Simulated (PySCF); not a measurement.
# C8H7N: magnetic properties

Programs: PySCF 2.14.0, with routines of our own; each step states its level. All values are computed. Atoms count from 0.

## (1) The starting structure

16 atoms, charge 0, multiplicity 1; geometry from: GFN2-xTB.

## (2) Magnetic properties: GIAO B3LYP/aug-pcSseg-1

Job settings and geometry (Å):

```
{"job": {"kind": "mag", "xc": "B3LYP", "basis": "aug-pcSseg-1", "isotopologues": 0}, "charge": 0, "multiplicity": 1}
C      2.159010    -0.346544    -0.031621
C      1.917976     1.023145    -0.173627
C      0.635427     1.527417    -0.186411
C     -0.411458     0.624058    -0.054438
N     -1.761659     0.824384    -0.032899
C     -2.388283    -0.382665     0.116548
C     -1.464609    -1.377921     0.194589
C     -0.183337    -0.766566     0.088736
C      1.126263    -1.246778     0.099643
H      3.180259    -0.699084    -0.025884
H      2.756793     1.696170    -0.275063
H      0.449777     2.586250    -0.295868
H     -2.221559     1.714953    -0.113098
H     -3.459611    -0.439569     0.156063
H     -1.662046    -2.424590     0.312720
H      1.319459    -2.303718     0.209200
```

With the program's defaults for keys left out, this is: GIAO B3LYP/aug-pcSseg-1 magnetisability, rotational g tensor and spin-rotation constants, non-relativistic, gas phase.

The run is started by

```
$ OMP_NUM_THREADS=1 python excited_run.py task.json out
```

One launch serves the whole session: the jobs run in the order shown.

**Question.** How long does this first job take on 1 thread of Arm Neoverse V2, shared host, and how much memory does it need?

About 66 s, with a peak of 1.2 GiB.
